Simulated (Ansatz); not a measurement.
# Sc3B2N: the cost of one run

Computed with Ansatz 0.2.0 (DFT PBE, scalar-relativistic, plane waves, PAW, unless a step's input says otherwise).

2 further runs of the same task are left out: 1 that didn't finish, 1 set aside as unsound or not needed.

**1. The system as given**

Symmetry: P6/mmm, No. 191, hexagonal system. The conventional cell has a = 4.790 Å, b = 4.790 Å, c = 3.775 Å, α = 90.00°, β = 90.00°, γ = 120.00°. Sc (site symmetry mmm) is surrounded by 4 B at 2.34 Å and 4 Sc at 2.39 Å and 4 N at 3.05 Å. Around B (site symmetry -6m2) lie 6 Sc at 2.34 Å. N (site symmetry 6/mmm) has 6 B at 2.77 Å and 12 Sc at 3.05 Å as nearest neighbours.

Structure file:

```cif
data_structure
_symmetry_space_group_name_H-M 'P 1'
_symmetry_Int_Tables_number 1
_cell_length_a 4.7896
_cell_length_b 4.7896
_cell_length_c 3.7754
_cell_angle_alpha 90.000
_cell_angle_beta 90.000
_cell_angle_gamma 120.000
_cell_volume 75.00
loop_
_atom_site_label
_atom_site_type_symbol
_atom_site_fract_x
_atom_site_fract_y
_atom_site_fract_z
_atom_site_occupancy
Sc1 Sc 0.50000 0.00000 0.50000 1
Sc2 Sc 0.50000 0.50000 0.50000 1
Sc3 Sc 0.00000 0.50000 0.50000 1
B1 B 0.33333 0.66667 0.00000 1
B2 B 0.66667 0.33333 0.00000 1
N1 N 0.00000 0.00000 0.00000 1
```

Recipe of the guess: species swapped into a database cell of CeGa3Pd2 (P6/mmm, No. 191), with N on the Ce sites, Sc on the Ga sites and B on the Pd sites. Its size is a rough estimate.

**2. Probe: one point on a coarse mesh**

Input file input.yaml:

```yaml
crystal:
  lattice:
    - [4.78957406, 0.0, 0.0]
    - [-2.39478703, 4.1478928, 0.0]
    - [0.0, 0.0, 3.77538945]
  atoms:
    - { symbol: Sc, position: [0.5, 0.0, 0.5] }
    - { symbol: Sc, position: [0.5, 0.5, 0.5] }
    - { symbol: Sc, position: [0.0, 0.5, 0.5] }
    - { symbol: B, position: [0.33333333, 0.66666667, 0.0] }
    - { symbol: B, position: [0.66666667, 0.33333333, 0.0] }
    - { symbol: "N", position: [0.0, 0.0, 0.0] }
basis:
  ecutwfc: 420
kpoints:
  mp_grid: { grid: [6, 6, 4] }
hamiltonian:
  xc: pbe
scf:
  occupations: { method: gaussian, width: 0.1 }
  lower_state_search: "off"
output:
  forces: true
  stress: true
  eigenvalues: true
```

Command:

```sh
ansatz run input.yaml --threads 1 --pin off --max-ram 2560MiB --backend cpu --events-out ev --progress --plain --runs-dir out
```

What time and memory should one allow on 1 thread of Intel Xeon 6975P-C (Granite Rapids), shared host?

About 1.5 s, with a peak of 0.38 GiB.
